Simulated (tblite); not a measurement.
# C2H9B3ClP: the cost of one run

Programs: tblite 0.8.0 and PySCF 2.14.0, with density-fitted response routines of our own. Each step states its level of theory. These are calculated values for one molecule in the gas phase, unless marked as measured. Atoms count from 0, in the outputs and in this text.

### Step 1. The molecule as given

16 atoms, charge 0, multiplicity 1; geometry from: force field or distance geometry start.

Bonds of the start (Å): B0–P1 1.94, P1–B2 1.94, B2–Cl3 1.84, B2–B4 1.68, B4–C5 1.60, B4–C6 1.58, B0–H7 1.19, B0–H8 1.19, P1–H9 1.47, C5–H10 1.11, C5–H11 1.09, C5–H12 1.10, C6–H13 1.10, C6–H14 1.11, C6–H15 1.10.

### Step 2. Relaxing the molecule with GFN2-xTB

The job: settings as JSON, then the geometry in Å.

```
{"job": {"kind": "relax", "xc": "GFN2-xTB", "basis": "xTB"}, "charge": 0, "multiplicity": 1}
B      2.769600     0.799400    -0.217700
P      1.957000    -0.887500    -0.730600
B      0.479800    -1.149900     0.494600
Cl     0.880700    -1.775500     2.173800
B     -0.769500    -0.041400     0.364300
C     -1.418600     0.339400    -1.050800
C     -1.700200     0.191500     1.618000
H      3.418200     0.787600     0.785100
H      2.024800     1.729300    -0.291400
H      2.919300    -1.944500    -0.387900
H     -2.037700     1.245000    -0.867900
H     -0.672200     0.600500    -1.807100
H     -2.101500    -0.471600    -1.330700
H     -2.493500    -0.570100     1.588900
H     -1.092800    -0.026400     2.524000
H     -2.170700     1.183100     1.658900
```

Command:

```
> OMP_NUM_THREADS=1 python probes_run.py task.json out
```

This one command runs all jobs of the session in turn.

**Question.** How long does this first job take on 1 thread of Arm Neoverse N1, shared host, and how much memory does it need?

About 2 s, with a peak of 0.18 GiB.
